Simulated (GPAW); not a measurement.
HfB:

```xyz
2
Lattice="0.0000 2.3100 2.3100 2.3100 0.0000 2.3100 2.3100 2.3100 0.0000" Properties=species:S:1:pos:R:3 pbc="T T T"
Hf    2.3100    2.3100    2.3100
B     0.0000    0.0000    0.0000
```

Base run:

* Program: GPAW 26.7.0
* Functional: r2SCAN
* Potentials or basis: GPAW PAW data sets (gpaw-data 1.2.1)
* Cutoff: 800 eV
* Basis: pw
* k mesh: 10 × 10 × 10
* Occupations: fermi-dirac, width 0.05 eV
* Spin: no spin polarisation
* Hubbard terms: Hf d U = 5 eV

Its results: band gap on the k mesh none (metal or under the smearing width); pressure 50.7 GPa.

After a change of settings the same cell gave: band gap on the k mesh none (metal or under the smearing width); pressure 46.8 GPa. Which change was it?
A. hubbard terms from Hf d U = 5 eV to Hf d U = 4 eV
B. hubbard terms from Hf d U = 5 eV to Hf d U = 6 eV
C. hubbard terms from Hf d U = 5 eV to none
D. functional from r2SCAN to PBE; hubbard terms from Hf d U = 5 eV to none

A.

Caveats: a pressure of tens of GPa on the cell as given is suspect, and the run, the potentials or the cell itself is likely at fault; the PAW data sets were made with another functional, which shifts forces and pressure a little; U without spin polarisation on a metal has little footing; the U is typed as a test and isn't derived for this compound.

Not every run made on this cell is shown here.
